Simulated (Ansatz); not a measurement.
# GeH₄O (triplet): from Hartree-Fock to the top rungs at distance Ge1–H5 along a hydrogen transfer = 1.638 Å, cc-pVDZ

How much of the correlation energy of GeH₄O (triplet) does each wave-function method recover here?

Program: Ansatz 0.2.0, Gaussian basis. Level of theory: cc-pVDZ, core rule «outside noble gas», up to 15 orbitals frozen. These are calculated values, not measurements.

Plan: UHF; CCSD(T) on ROHF; CCSD(T) on UHF; BCCD(T) on ROHF; CISD; CCSDT(Q) on ROHF; CCSDT(Q) on UHF; CASSCF and MRCISD+Q, 4 electrons in 4 orbitals; CASSCF and NEVPT2, 4 electrons in 4 orbitals.

15 further runs of the same task are left out: 13 that didn't finish, 2 set aside as unsound or not needed.

### Step 1. The system

The geometry derives from fragments relaxed apart (PBE0/def2-TZVP) and kept rigid, so it is no stationary point. A hydrogen atom is moved between rigid fragments. No spin-orbit coupling is included. The filled d shell of Ge may be among the frozen orbitals whatever the setting's name suggests; the logs give the count.

6 atoms, charge 0, spin multiplicity 3.

Atoms are counted from 1 here; the program's logs count them from 0.

Bond lengths: Ge1–H2 1.534 Å, Ge1–H3 1.534 Å, Ge1–H4 1.534 Å, Ge1–H5 1.638 Å. Angles: H2–Ge1–H3 109.5°, H2–Ge1–H4 109.5°, H2–Ge1–H5 109.5°, H3–Ge1–H4 109.5°, H3–Ge1–H5 109.5°, H4–Ge1–H5 109.5°.

### Step 2. UHF

The input, in.yaml:

```yaml
crystal:
  periodic: [false, false, false]
  atoms:
    - {symbol: Ge, position_ang: [-0.562403, 0.000000, 0.000000]}
    - {symbol: H, position_ang: [-1.073853, 1.446599, 0.000000]}
    - {symbol: H, position_ang: [-1.073853, -0.723300, 1.252792]}
    - {symbol: H, position_ang: [-1.073853, -0.723299, -1.252792]}
    - {symbol: H, position_ang: [1.075597, 0.000000, 0.000000]}
    - {symbol: O, position_ang: [2.688597, 0.000000, 0.000000]}
basis:
  gaussian: {orbitals: cc-pVDZ}
magnetization: {spin_polarized: true, initial_magnetization: 2}
hamiltonian: {xc: hf}
output: {orbitals: {seedname: orbitals}}
```

Run with:

```bash
$ ansatz run in.yaml --threads 1 --pin off --events-out ev --progress --plain --max-ram 2393MiB
```

The runs that follow: CCSD(T) on ROHF; CCSD(T) on UHF; BCCD(T) on ROHF; CISD; CCSDT(Q) on ROHF; CCSDT(Q) on UHF; CASSCF and MRCISD+Q, 4 electrons in 4 orbitals; CASSCF and NEVPT2, 4 electrons in 4 orbitals.

Q: Predict the results of all the runs planned. Wanted: UCCSDT(Q) below the RHF energy; RMP2 from UCCSDT(Q); UMP2 from UCCSDT(Q); RCCSD from UCCSDT(Q); RCCSD(T) from UCCSDT(Q); UCCSD(T) from UCCSDT(Q); RCCSDT(Q) from UCCSDT(Q); NEVPT2 pair from UCCSDT(Q); T1 diagnostic.

The runs gave:

| quantity | value |
| --- | --- |
| UCCSDT(Q) below the RHF energy | -7.6402 eV |
| RMP2 from UCCSDT(Q) | +1412.1 meV |
| UMP2 from UCCSDT(Q) | +1393.8 meV |
| RCCSD from UCCSDT(Q) | +142.7 meV |
| RCCSD(T) from UCCSDT(Q) | +30.6 meV |
| UCCSD(T) from UCCSDT(Q) | +29.1 meV |
| RCCSDT(Q) from UCCSDT(Q) | +1.7 meV |
| NEVPT2 pair from UCCSDT(Q) | +1342.2 meV |
| levels within 1 kcal/mol (43 meV) | RCCSD(T), UCCSD(T), BCCD(T), RCCSDT, UCCSDT, RCCSDT(Q) |
| T1 diagnostic | 0.024 |

What this shows: RCCSD(T) misses by +30.6 meV, 0.4 % of the correlation energy. These misses are within one basis, not against nature; the frozen cores of restricted and unrestricted runs differ, which can shift their rows.
